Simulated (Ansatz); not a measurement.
**Ag (Silver): how the settings move a single-point run**

Question: which choices in the input matter for Ag (Silver)?

Program: Ansatz 0.2.0. Level of theory: reference: DFT, PBEsol, all-electron LAPW, scalar-relativistic; levels and slopes on a fine mesh, independent-particle optical spectra. These are calculated values, not measurements.

1 further run of the same task is left out (it didn't finish).

### 1 The system as given

It takes space group Fm-3m (No. 225, cubic). Conventional cell: a = 4.054 Å, b = 4.054 Å, c = 4.054 Å, α = 90.00°, β = 90.00°, γ = 90.00°. Around Ag (site symmetry m-3m) lie 12 Ag at 2.87 Å.

Coordinates:

```xyz
1
Lattice="0.0000 2.0271 2.0271 2.0271 0.0000 2.0271 2.0271 2.0271 0.0000" Properties=species:S:1:pos:R:3 pbc="T T T"
Ag    0.0000    0.0000    0.0000
```

### 2 The reference run

Contents of input.yaml:

```yaml
crystal:
  lattice:
    - [0.0, 2.02714895742, 2.02714895742]
    - [2.02714895742, 0.0, 2.02714895742]
    - [2.02714895742, 2.02714895742, 0.0]
  atoms:
    - { symbol: Ag, position: [0.0, 0.0, 0.0] }
kpoints:
  mp_grid: { grid: [16, 16, 16] }
scf:
  occupations: { method: fermi_dirac, width: 0.1 }
hamiltonian:
  xc: pbesol
  pseudopotentials: { kind: all_electron, lapw: { basis_error: 0.001 } }
output:
  forces: true
  stress: true
  eigenvalues: true
  eigenstates:
    nscf_kmesh: { grid: [24, 24, 24] }
    de_dk: true
    e_range: [-14, 14]
  optics:
    e_range: [0, 30]
    de: 0.2
    sigma: 0.15
    bands: { spectra_wanted_up_to: 30 }
    nscf_kmesh: { grid: [24, 24, 24] }
    drude_damping: 0.1
checkpoint:
  write: ck
  write_wavefunctions: false
```

Launch:

```console
ansatz run input.yaml --threads 1 --pin off --max-ram 3072MiB --backend cpu --events-out ev --progress --plain --runs-dir out
```

### 3 Changing settings: mp_grid.grid [5, 5, 5], accuracy low

input.yaml: that of step 2 with these lines changed.

```diff
@@ -8,3 +8,3 @@
 kpoints:
-  mp_grid: { grid: [16, 16, 16] }
+  mp_grid: { grid: [5, 5, 5] }
 scf:
@@ -32 +32,2 @@
   write_wavefunctions: false
+accuracy: low
```

**Question.** What will these runs give? Wanted: for each run, ending; energy change; pressure; gap; force.

**Answer**, as computed:

```tsv
run	ending	energy change	pressure (GPa)	gap (eV)	force (eV/Å)	cycles	time
reference	converged	0	0.0	0.00	0.00	-	65 s
1: mp_grid.grid [5, 5, 5], accuracy low	converged	-121.7 meV/atom	-1.0	0.00	0.00	8	60 s
```

Residual by cycle in the longest SCF loop of each run; runs are numbered as in the table. The quantity is the density residual dr2, in eV.

```tsv
cycle	reference	run 1
1	0.048	0.0455
2	0.00192	2.2e-4
3	0.00261	0.00106
4	6.5e-5	2.4e-5
5	9.3e-8	8.3e-8
6	2.8e-9	1.2e-9
7	1.5e-11	3.7e-12
8	2.4e-14	1.3e-14
```

**Reading.** Changing the k-point mesh and accuracy level moves the energy by -121.7 meV/atom, and the pressure goes from 0.0 to -1.0 GPa.
